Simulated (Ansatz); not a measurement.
# SeF4: a ladder of functionals and wavefunction methods

How much do the methods differ for SeF4? The plan is to run it at one geometry with functionals of several rungs and with coupled cluster. The yardstick is the atomisation energy at the CCSD(T) limit.

Method: functionals in def2-TZVPP, the program's frozen cores in correlated methods; program: Ansatz 0.2.0, Gaussian basis.

Plan: LDA (SPW92), PBE-D4, revPBE-D4, BLYP-D4, r2SCAN-D4, B97M-V, PBE0-D4, B3LYP-D4, r2SCANh-D4, r2SCAN0-D4, HSE06-D4, BHLYP-D4, CAM-B3LYP-D4, LC-ωPBE, ωB97X-V, ωB97M-V, B2PLYP, PBE-QIDH; CCSD(T)/def2-SVP; CCSD(T)/def2-TZVPP; MP2/def2-QZVPP; extrapolation to the limit; RPA on PBE.

### Step 1. The geometry

All runs share one geometry, relaxed beforehand with PBE0-D4 in a triple-zeta def2 set.

SMILES `F[Se](F)(F)F`, 5 atoms, charge 0, spin multiplicity 1.

Atoms are counted from 1 here; the program's logs count them from 0.

Bond lengths: F1–Se2 1.691 Å, Se2–F3 1.691 Å, Se2–F4 1.774 Å, Se2–F5 1.774 Å. Angles: F1–Se2–F3 100.6°, F1–Se2–F4 86.3°, F1–Se2–F5 86.3°, F3–Se2–F4 86.3°, F3–Se2–F5 86.3°, F4–Se2–F5 168.5°.

### Step 2. LDA

This LDA is Slater exchange with PW92 correlation.

The input, in.yaml:

```yaml
crystal:
  periodic: [false, false, false]
  atoms:
    - {symbol: F, position_ang: [0.360771, -0.798363, 1.121181]}
    - {symbol: Se, position_ang: [0.268407, -0.096962, -0.414522]}
    - {symbol: F, position_ang: [-0.976508, 1.020805, -0.170263]}
    - {symbol: F, position_ang: [-1.012103, -1.277702, -0.751791]}
    - {symbol: F, position_ang: [1.359423, 1.152233, 0.215395]}
basis:
  gaussian: {orbitals: def2-TZVPP}
hamiltonian: {xc: lda}
output: {orbitals: {seedname: orbitals}}
```

Run with:

```bash
ansatz run in.yaml --threads 4 --pin off --events-out ev --progress --plain --max-ram 10444MiB
```

The runs that follow: PBE-D4 (GGA); revPBE-D4 (GGA); BLYP-D4 (GGA); r2SCAN-D4 (meta-GGA); B97M-V (meta-GGA); PBE0-D4 (hybrid); B3LYP-D4 (hybrid); r2SCANh-D4 (hybrid); r2SCAN0-D4 (hybrid); HSE06-D4 (hybrid); BHLYP-D4 (hybrid); CAM-B3LYP-D4 (range-separated); LC-ωPBE (range-separated); ωB97X-V (range-separated); ωB97M-V (range-separated); B2PLYP (double hybrid); PBE-QIDH (double hybrid); CCSD(T) in def2-SVP; CCSD(T) in def2-TZVPP; MP2 in def2-QZVPP; RPA on PBE orbitals.

Q: Predict the results of all the runs planned. Wanted: atomisation energy, CCSD(T)/CBS; farthest beyond LDA; mean size of error, GGA; mean size of error, meta-GGA; mean size of error, hybrid; mean size of error, range-separated; mean size of error, double hybrid; gap, smallest and largest; T1 diagnostic.

As calculated:

| quantity | value |
| --- | --- |
| atomisation energy, CCSD(T)/CBS | 1356.3 kJ/mol |
| functionals within 13.6 kJ/mol (1.0 %) | CAM-B3LYP-D4, LC-ωPBE, ωB97X-V, ωB97M-V |
| farthest beyond LDA | BHLYP-D4 (-190.6 kJ/mol) |
| mean size of error, GGA | 84.1 kJ/mol |
| mean size of error, meta-GGA | 31.8 kJ/mol |
| mean size of error, hybrid | 57.2 kJ/mol |
| mean size of error, range-separated | 3.8 kJ/mol |
| mean size of error, double hybrid | 42.4 kJ/mol |
| gap, smallest and largest | 5.10 eV (LDA (SPW92)), 12.68 eV (LC-ωPBE) |
| T1 diagnostic | 0.0141 |
| triples share of the correlation energy | 3.3 % |

What this shows: LDA overbinds by 479.4 kJ/mol (35 %). PBE-D4 is off by +136.1 kJ/mol. Double hybrids carry the basis error of their MP2 part in triple zeta, and no dispersion term here, so their miss is partly the set-up's. By mean error the best rung here is range-separated (3.8 kJ/mol) and the worst beyond LDA is GGA (84.1 kJ/mol). RPA and LDA stand outside this count. Misses under about 13.6 kJ/mol are within the doubt on the reference itself, which lacks core-valence correlation, relativity and higher excitations, and its outer-core shells are covered unevenly. All levels share the lack of spin-orbit coupling, which lowers the free heavy atoms and so the true binding. Hartree-Fock recovers 45 % of the binding; the rest is correlation. CCSD(T) in def2-SVP is off by -241.8 kJ/mol, worse than the median functional, from the basis alone. Orbital gaps span 5.1 to 12.7 eV; exact exchange widens them. Correlated methods include outer-core shells of Se, which these sets cover unevenly.
